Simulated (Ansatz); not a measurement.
# CH5B2FO2: a dynamics run in two tries

Aim: a short trajectory for this system. SMILES of the start: BBC(O)(O)F.

All numbers below are computed with Ansatz 0.2.0 (RKS PBE0/STO-3G).

### 1 The structure to begin with

Bond lengths: B1–B2 1.649 Å, B2–C3 1.576 Å, B2–O4 1.614 Å, C3–O4 1.622 Å, C3–O5 1.401 Å, C3–F6 1.374 Å, B1–H7 1.176 Å, B1–H8 1.176 Å, B2–H9 1.174 Å, O4–H10 1.021 Å, O5–H11 1.024 Å. Angles (14 of 19 angles, heavy atoms first): B1–B2–C3 120.6°, B1–B2–O4 116.2°, C3–B2–O4 61.1°, B2–C3–O4 60.6°, B2–C3–O5 123.6°, B2–C3–F6 124.7°, O4–C3–O5 110.2°, O4–C3–F6 106.0°, O5–C3–F6 111.5°, B2–O4–C3 58.3°, B1–B2–H9 118.8°, C3–B2–H9 115.1°, O4–B2–H9 111.2°, B2–B1–H7 120.4°.

Structure file:

```xyz
11

B    -1.7023   -0.4044   -0.7136
B    -0.6442    0.2116    0.3910
C     0.8614    0.4682    0.0020
O     0.4859   -0.8024    0.9382
O     1.4373    0.0318   -1.1980
F     1.7400    1.2314    0.7330
H    -2.2976    0.3122   -1.4313
H    -1.9303   -1.5520   -0.8325
H    -1.0590    0.8913    1.2533
H     0.7333   -0.4748    1.8730
H     2.4409    0.0302   -0.9944
```

### 2 The run

Input file input.yaml:

```yaml
crystal:
  periodic: [false, false, false]
  atoms:
    - { symbol: B, position_ang: [-1.70225, -0.404424, -0.713639] }
    - { symbol: B, position_ang: [-0.644176, 0.211632, 0.391008] }
    - { symbol: C, position_ang: [0.861372, 0.468191, 0.002003] }
    - { symbol: O, position_ang: [0.485935, -0.802382, 0.938176] }
    - { symbol: O, position_ang: [1.437333, 0.031764, -1.198018] }
    - { symbol: F, position_ang: [1.740042, 1.231364, 0.733045] }
    - { symbol: H, position_ang: [-2.297646, 0.312219, -1.431282] }
    - { symbol: H, position_ang: [-1.930286, -1.552043, -0.832475] }
    - { symbol: H, position_ang: [-1.058992, 0.891256, 1.253258] }
    - { symbol: H, position_ang: [0.73326, -0.474798, 1.873] }
    - { symbol: H, position_ang: [2.440908, 0.03022, -0.994376] }
basis:
  gaussian: { orbitals: STO-3G }
hamiltonian:
  xc: pbe0
md:
  timestep: 1.0
  n_steps: 25
  ensemble: nvt_langevin
  temperature: 300.0
  initial_velocities: maxwell_boltzmann
  seed: 483457
  friction: 0.01
  masses: [{ species: B, mass: 0.0 }]
```

The run is started by

```
$ ansatz run input.yaml --threads 1 --pin off --max-ram 2048MiB --backend cpu --events-out ev --progress --plain --runs-dir out
```

**Question.** What will these runs give? Wanted: first try.

The runs gave:

| quantity | value |
| --- | --- |
| first try | refused |
| cause | an atom is given no mass, so any force would accelerate it without limit |

The fault in the first input was caught at the input check and cost nothing.
